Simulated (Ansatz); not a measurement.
# BF₂HS + HF: a complex and its separated parts, part 2 of 3

Ansatz 0.2.0, Gaussian basis. The steps go on from the part before.

### Step 10. B3LYP-D4/def2-TZVPP

The inputs:

parta/in.yaml

```yaml
crystal:
  periodic: [false, false, false]
  atoms:
    - {symbol: B, position_ang: [-0.566209, 0.037382, -0.970075]}
    - {symbol: S, position_ang: [0.748284, 1.001908, -0.206536]}
    - {symbol: F, position_ang: [-0.339325, -1.097815, -1.602234]}
    - {symbol: F, position_ang: [-1.807254, 0.474869, -0.899751]}
    - {symbol: H, position_ang: [1.724278, 0.150447, -0.559738]}
basis:
  gaussian: {orbitals: def2-TZVPP}
hamiltonian: {xc: {name: B3LYP}, dispersion: d4}
```

partb/in.yaml

```yaml
crystal:
  periodic: [false, false, false]
  atoms:
    - {symbol: H, position_ang: [0.260831, 0.004794, 1.789453]}
    - {symbol: F, position_ang: [-0.020606, -0.571685, 2.448882]}
basis:
  gaussian: {orbitals: def2-TZVPP}
hamiltonian: {xc: {name: B3LYP}, dispersion: d4}
```

The same command starts each run, in its folder.

Started as:

```sh
$ ansatz run in.yaml --threads 4 --pin off --events-out ev --progress --plain --max-ram 9574MiB
```

parta printed, shortened:

```text
Functional definition: B3LYP
  name "B3LYP"
  cite "Stephens, Devlin, Chabalowski & Frisch, J. Phys. Chem. 98, 11623 (1994) doi:10.1021/j100096a001"
  cite "Becke, Phys. Rev. A 38, 3098 (1988) doi:10.1103/PhysRevA.38.3098"
  cite "Lee, Yang & Parr, Phys. Rev. B 37, 785 (1988) doi:10.1103/PhysRevB.37.785"
  cite "Vosko, Wilk & Nusair, Can. J. Phys. 58, 1200 (1980) doi:10.1139/p80-159"
[...]
836 factors; their error is unknown
[...]
mean field -16969.44552172 eV, -623.6156206198 hartree, gradient 4.0e-5 eV, S^2 0.000000; 0 other end points of the search recorded, 0 dependent functions left out
reference -16969.44572802 eV, -623.6156282013 hartree; 20, 20 occupied and 129, 129 virtual orbitals, 836 factors
Total energy: -16969.58043096 eV, -623.6205784431 hartree
```

Output in partb, shortened:

```text
Functional definition: B3LYP
  name "B3LYP"
  cite "Stephens, Devlin, Chabalowski & Frisch, J. Phys. Chem. 98, 11623 (1994) doi:10.1021/j100096a001"
  cite "Becke, Phys. Rev. A 38, 3098 (1988) doi:10.1103/PhysRevA.38.3098"
  cite "Lee, Yang & Parr, Phys. Rev. B 37, 785 (1988) doi:10.1103/PhysRevB.37.785"
  cite "Vosko, Wilk & Nusair, Can. J. Phys. 58, 1200 (1980) doi:10.1139/p80-159"
[...]
215 factors; their error is unknown
[...]
mean field -2734.54625250 eV, -100.4927212372 hartree, gradient 1.9e-5 eV, S^2 0.000000; 0 other end points of the search recorded, 0 dependent functions left out
reference -2734.54634333 eV, -100.4927245754 hartree; 5, 5 occupied and 40, 40 virtual orbitals, 215 factors
Total energy: -2734.54933301 eV, -100.4928344439 hartree
```

Times: 0.7 s (parta), 0.1 s (partb) on 4 threads of Arm Neoverse V2, shared host.

### Step 11. r2SCAN0-D4/def2-TZVPP

Each input of step 10 (parta, partb) changes in the same lines:

```diff
-hamiltonian: {xc: {name: B3LYP}, dispersion: d4}
+hamiltonian: {xc: {name: r2SCAN0}, dispersion: d4}
```

The same command starts each run, in its folder.

Started as:

```sh
$ ansatz run in.yaml --threads 4 --pin off --events-out ev --progress --plain --max-ram 9574MiB
```

parta printed, shortened:

```text
Functional definition: r2SCAN0
  name "r2SCAN0"
  cite "Bursch, Neugebauer, Ehlert & Grimme, J. Chem. Phys. 156, 134105 (2022) doi:10.1063/5.0086040"
  cite "Furness, Kaplan, Ning, Perdew & Sun, J. Phys. Chem. Lett. 11, 8208 (2020) doi:10.1021/acs.jpclett.0c02405"
  cite "Furness, Kaplan, Ning, Perdew & Sun, J. Phys. Chem. Lett. 11, 9248 (2020) doi:10.1021/acs.jpclett.0c03077"
  parent r2scan
[...]
855 factors; their error is unknown
[...]
mean field -16964.60946237 eV, -623.4378987168 hartree, gradient 5.4e-5 eV, S^2 0.000000; 0 other end points of the search recorded, 0 dependent functions left out
reference -16964.60946994 eV, -623.4378989951 hartree; 20, 20 occupied and 129, 129 virtual orbitals, 855 factors
Total energy: -16964.63116263 eV, -623.4386961867 hartree
```

partb printed, shortened:

```text
Functional definition: r2SCAN0
  name "r2SCAN0"
  cite "Bursch, Neugebauer, Ehlert & Grimme, J. Chem. Phys. 156, 134105 (2022) doi:10.1063/5.0086040"
  cite "Furness, Kaplan, Ning, Perdew & Sun, J. Phys. Chem. Lett. 11, 8208 (2020) doi:10.1021/acs.jpclett.0c02405"
  cite "Furness, Kaplan, Ning, Perdew & Sun, J. Phys. Chem. Lett. 11, 9248 (2020) doi:10.1021/acs.jpclett.0c03077"
  parent r2scan
[...]
215 factors; their error is unknown
[...]
mean field -2732.94548730 eV, -100.4338942011 hartree, gradient 6.6e-5 eV, S^2 0.000000; 0 other end points of the search recorded, 0 dependent functions left out
reference -2732.94548976 eV, -100.4338942916 hartree; 5, 5 occupied and 40, 40 virtual orbitals, 215 factors
Total energy: -2732.94599172 eV, -100.4339127385 hartree
```

Times: 1.4 s (parta), 0.3 s (partb) on 4 threads of Arm Neoverse V2, shared host.

### Step 12. BHLYP-D4/def2-TZVPP

Each input of step 11 (parta, partb) changes in the same lines:

```diff
-hamiltonian: {xc: {name: r2SCAN0}, dispersion: d4}
+hamiltonian: {xc: {name: BHLYP}, dispersion: d4}
```

The same command starts each run, in its folder.

Started as:

```sh
$ ansatz run in.yaml --threads 4 --pin off --events-out ev --progress --plain --max-ram 9574MiB
```

parta printed, shortened:

```text
Functional definition: BHLYP
  name "BHLYP"
  cite "Becke, J. Chem. Phys. 98, 1372 (1993) doi:10.1063/1.464304"
  cite "Becke, Phys. Rev. A 38, 3098 (1988) doi:10.1103/PhysRevA.38.3098"
  cite "Lee, Yang & Parr, Phys. Rev. B 37, 785 (1988) doi:10.1103/PhysRevB.37.785"
[...]
953 factors; their error is unknown
[...]
mean field -16966.60036538 eV, -623.5110630528 hartree, gradient 7.4e-5 eV, S^2 0.000000; 0 other end points of the search recorded, 0 dependent functions left out
reference -16966.60050119 eV, -623.5110680437 hartree; 20, 20 occupied and 129, 129 virtual orbitals, 953 factors
Total energy: -16966.70011519 eV, -623.5147287908 hartree
```

partb printed, shortened:

```text
Functional definition: BHLYP
  name "BHLYP"
  cite "Becke, J. Chem. Phys. 98, 1372 (1993) doi:10.1063/1.464304"
  cite "Becke, Phys. Rev. A 38, 3098 (1988) doi:10.1103/PhysRevA.38.3098"
  cite "Lee, Yang & Parr, Phys. Rev. B 37, 785 (1988) doi:10.1103/PhysRevB.37.785"
[...]
234 factors; their error is unknown
[...]
mean field -2733.43317266 eV, -100.4518163076 hartree, gradient 1.2e-5 eV, S^2 0.000000; 0 other end points of the search recorded, 0 dependent functions left out
reference -2733.43323319 eV, -100.4518185321 hartree; 5, 5 occupied and 40, 40 virtual orbitals, 234 factors
Total energy: -2733.43496114 eV, -100.4518820330 hartree
```

Wall times: 0.75 s (parta), 0.1 s (partb) on 4 threads of Arm Neoverse V2, shared host.

### Step 13. CAM-B3LYP-D4/def2-TZVPP

The same edit goes into each in.yaml of step 12 (parta, partb):

```diff
-hamiltonian: {xc: {name: BHLYP}, dispersion: d4}
+hamiltonian: {xc: {name: CAM-B3LYP}, dispersion: d4}
```

Each run has its own folder and the same command.

Started as:

```sh
$ ansatz run in.yaml --threads 4 --pin off --events-out ev --progress --plain --max-ram 9574MiB
```

Output in parta, shortened:

```text
Functional definition: CAM-B3LYP
  name "CAM-B3LYP"
  cite "Yanai, Tew & Handy, Chem. Phys. Lett. 393, 51 (2004) doi:10.1016/j.cplett.2004.06.011"
  cite "Iikura, Tsuneda, Yanai & Hirao, J. Chem. Phys. 115, 3540 (2001) doi:10.1063/1.1383587"
  cite "Becke, Phys. Rev. A 38, 3098 (1988) doi:10.1103/PhysRevA.38.3098"
  cite "Lee, Yang & Parr, Phys. Rev. B 37, 785 (1988) doi:10.1103/PhysRevB.37.785"
[...]
  # Exact exchange under (alpha + beta erf(omega r))/r, Becke's under what is left of 1/r.
[...]
836 factors; their error is unknown
171 factors; integrals over basis functions are off by at most 1.6e-5 eV
[...]
mean field -16967.57155678 eV, -623.5467536785 hartree, gradient 6.0e-5 eV, S^2 0.000000; 0 other end points of the search recorded, 0 dependent functions left out
reference -16967.57165735 eV, -623.5467573746 hartree; 20, 20 occupied and 129, 129 virtual orbitals, 836 factors
Total energy: -16967.64000602 eV, -623.5492691419 hartree
```

partb printed, shortened:

```text
Functional definition: CAM-B3LYP
  name "CAM-B3LYP"
  cite "Yanai, Tew & Handy, Chem. Phys. Lett. 393, 51 (2004) doi:10.1016/j.cplett.2004.06.011"
  cite "Iikura, Tsuneda, Yanai & Hirao, J. Chem. Phys. 115, 3540 (2001) doi:10.1063/1.1383587"
  cite "Becke, Phys. Rev. A 38, 3098 (1988) doi:10.1103/PhysRevA.38.3098"
  cite "Lee, Yang & Parr, Phys. Rev. B 37, 785 (1988) doi:10.1103/PhysRevB.37.785"
[...]
  # Exact exchange under (alpha + beta erf(omega r))/r, Becke's under what is left of 1/r.
[...]
215 factors; their error is unknown
48 factors; integrals over basis functions are off by at most 4.9e-5 eV
[...]
mean field -2733.85902382 eV, -100.4674660492 hartree, gradient 6.2e-5 eV, S^2 0.000000; 0 other end points of the search recorded, 0 dependent functions left out
reference -2733.85906795 eV, -100.4674676710 hartree; 5, 5 occupied and 40, 40 virtual orbitals, 215 factors
Total energy: -2733.86050826 eV, -100.4675206012 hartree
```

Wall times: 0.8 s (parta), 0.15 s (partb) on 4 threads of Arm Neoverse V2, shared host.

### Step 14. wB97X-V/def2-TZVPP

Each input of step 13 (parta, partb) changes in the same lines:

```diff
-hamiltonian: {xc: {name: CAM-B3LYP}, dispersion: d4}
+hamiltonian: {xc: {name: wB97X-V}}
```

The same command starts each run, in its folder.

Started as:

```sh
$ ansatz run in.yaml --threads 4 --pin off --events-out ev --progress --plain --max-ram 9574MiB
```

Log of parta, shortened:

```text
Functional definition: wB97X-V
  name "wB97X-V"
  cite "Mardirossian & Head-Gordon, Phys. Chem. Chem. Phys. 16, 9904 (2014) doi:10.1039/C3CP54374A"
  cite "Becke, J. Chem. Phys. 107, 8554 (1997) doi:10.1063/1.475007"
  cite "Vydrov & Van Voorhis, J. Chem. Phys. 133, 244103 (2010) doi:10.1063/1.3521275"
[...]
      + integral(e_c_pw_opposite_spin*poly(b97_u_opposite, cos0, cos1)) + vv10(b, c)
831 factors; their error is unknown
166 factors; integrals over basis functions are off by at most 1.0e-5 eV
[...]
mean field -16965.16201182 eV, -623.4582045345 hartree, gradient 6.4e-5 eV, S^2 0.000000; 0 other end points of the search recorded, 0 dependent functions left out
reference -16965.16201018 eV, -623.4582044744 hartree; 20, 20 occupied and 129, 129 virtual orbitals, 831 factors
Total energy: -16965.16201018 eV, -623.4582044744 hartree
```

Output in partb, shortened:

```text
Functional definition: wB97X-V
  name "wB97X-V"
  cite "Mardirossian & Head-Gordon, Phys. Chem. Chem. Phys. 16, 9904 (2014) doi:10.1039/C3CP54374A"
  cite "Becke, J. Chem. Phys. 107, 8554 (1997) doi:10.1063/1.475007"
  cite "Vydrov & Van Voorhis, J. Chem. Phys. 133, 244103 (2010) doi:10.1063/1.3521275"
[...]
      + integral(e_c_pw_opposite_spin*poly(b97_u_opposite, cos0, cos1)) + vv10(b, c)
215 factors; their error is unknown
48 factors; integrals over basis functions are off by at most 2.2e-5 eV
[...]
mean field -2733.49560577 eV, -100.4541106820 hartree, gradient 1.0e-5 eV, S^2 0.000000; 0 other end points of the search recorded, 0 dependent functions left out
reference -2733.49560517 eV, -100.4541106603 hartree; 5, 5 occupied and 40, 40 virtual orbitals, 215 factors
Total energy: -2733.49560517 eV, -100.4541106603 hartree
```

Wall times: 2 s (parta), 0.25 s (partb) on 4 threads of Arm Neoverse V2, shared host.

### Step 15. wB97M-V/def2-TZVPP

Each input of step 14 (parta, partb) changes in the same lines:

```diff
-hamiltonian: {xc: {name: wB97X-V}}
+hamiltonian: {xc: {name: wB97M-V}}
```

Each run has its own folder and the same command.

Started as:

```sh
$ ansatz run in.yaml --threads 4 --pin off --events-out ev --progress --plain --max-ram 9574MiB
```

parta printed, shortened:

```text
Functional definition: wB97M-V
  name "wB97M-V"
  cite "Mardirossian & Head-Gordon, J. Chem. Phys. 144, 214110 (2016) doi:10.1063/1.4952647"
  cite "Becke, J. Chem. Phys. 107, 8554 (1997) doi:10.1063/1.475007"
  cite "Vydrov & Van Voorhis, J. Chem. Phys. 133, 244103 (2010) doi:10.1063/1.3521275"
  # Of w^i u^j: cxij and so on, Table III.
[...]
  gx(w, u) = 1 - cx + cx01*u + cx10*w
[...]
      + integral(e_c_pw_mod_opposite_spin*gos(b97_w_opposite, b97_u_opposite)) + vv10(b, c)
831 factors; their error is unknown
166 factors; integrals over basis functions are off by at most 1.0e-5 eV
[...]
mean field -16966.75109596 eV, -623.5166022994 hartree, gradient 3.4e-5 eV, S^2 0.000000; 0 other end points of the search recorded, 0 dependent functions left out
reference -16966.75113618 eV, -623.5166037776 hartree; 20, 20 occupied and 129, 129 virtual orbitals, 831 factors
Total energy: -16966.75113618 eV, -623.5166037776 hartree
```

Log of partb, shortened:

```text
Functional definition: wB97M-V
  name "wB97M-V"
  cite "Mardirossian & Head-Gordon, J. Chem. Phys. 144, 214110 (2016) doi:10.1063/1.4952647"
  cite "Becke, J. Chem. Phys. 107, 8554 (1997) doi:10.1063/1.475007"
  cite "Vydrov & Van Voorhis, J. Chem. Phys. 133, 244103 (2010) doi:10.1063/1.3521275"
  # Of w^i u^j: cxij and so on, Table III.
[...]
  gx(w, u) = 1 - cx + cx01*u + cx10*w
[...]
      + integral(e_c_pw_mod_opposite_spin*gos(b97_w_opposite, b97_u_opposite)) + vv10(b, c)
215 factors; their error is unknown
48 factors; integrals over basis functions are off by at most 2.2e-5 eV
[...]
mean field -2733.67553183 eV, -100.4607228431 hartree, gradient 1.2e-5 eV, S^2 0.000000; 0 other end points of the search recorded, 0 dependent functions left out
reference -2733.67554650 eV, -100.4607233820 hartree; 5, 5 occupied and 40, 40 virtual orbitals, 215 factors
Total energy: -2733.67554650 eV, -100.4607233820 hartree
```

Times: 2.2 s (parta), 0.25 s (partb) on 4 threads of Arm Neoverse V2, shared host.

### Step 16. B2PLYP/def2-TZVPP

The same edit goes into each in.yaml of step 15 (parta, partb):

```diff
-hamiltonian: {xc: {name: wB97M-V}}
+hamiltonian: {xc: {name: B2PLYP}}
```

Each run has its own folder and the same command.

Started as:

```sh
$ ansatz run in.yaml --threads 4 --pin off --events-out ev --progress --plain --max-ram 9574MiB
```

Log of parta, shortened:

```text
Functional definition: B2PLYP
  name "B2PLYP"
  cite "Grimme, J. Chem. Phys. 124, 034108 (2006) doi:10.1063/1.2148954"
  cite "Becke, Phys. Rev. A 38, 3098 (1988) doi:10.1103/PhysRevA.38.3098"
  cite "Lee, Yang & Parr, Phys. Rev. B 37, 785 (1988) doi:10.1103/PhysRevB.37.785"
[...]
934 factors; integrals over basis functions are off by at most 9.3e-4 eV
[...]
mean field -16955.25610957 eV, -623.0941693412 hartree, gradient 5.8e-6 eV, S^2 0.000000; 0 other end points of the search recorded, 0 dependent functions left out
8 core orbitals not correlated: weight in the atoms' cores, before any rotation towards them, 1.000 or more for the frozen orbitals, at most 0.000 for the correlated occupied ones
reference -16955.25623654 eV, -623.0941740074 hartree; 12, 12 occupied and 129, 129 virtual orbitals, 934 factors
second order -24.87470574 eV of doubles, -0.00000000 eV of singles
Total energy: -16961.97240709 eV, -623.3409887227 hartree
```

Output in partb, shortened:

```text
Functional definition: B2PLYP
  name "B2PLYP"
  cite "Grimme, J. Chem. Phys. 124, 034108 (2006) doi:10.1063/1.2148954"
  cite "Becke, Phys. Rev. A 38, 3098 (1988) doi:10.1103/PhysRevA.38.3098"
  cite "Lee, Yang & Parr, Phys. Rev. B 37, 785 (1988) doi:10.1103/PhysRevB.37.785"
[...]
287 factors; integrals over basis functions are off by at most 1.0e-3 eV
[...]
mean field -2730.72527035 eV, -100.3523027335 hartree, gradient 1.4e-6 eV, S^2 0.000000; 0 other end points of the search recorded, 0 dependent functions left out
1 core orbitals not correlated: weight in the atoms' cores, before any rotation towards them, 1.000 or more for the frozen orbitals, at most 0.000 for the correlated occupied ones
reference -2730.72532705 eV, -100.3523048171 hartree; 4, 4 occupied and 40, 40 virtual orbitals, 287 factors
second order -8.59392125 eV of doubles, -0.00000000 eV of singles
Total energy: -2733.04568579 eV, -100.4375764279 hartree
```

They took 1.2 s (parta), 0.15 s (partb) on 4 threads of Arm Neoverse V2, shared host.

[end of part 2 of 3]
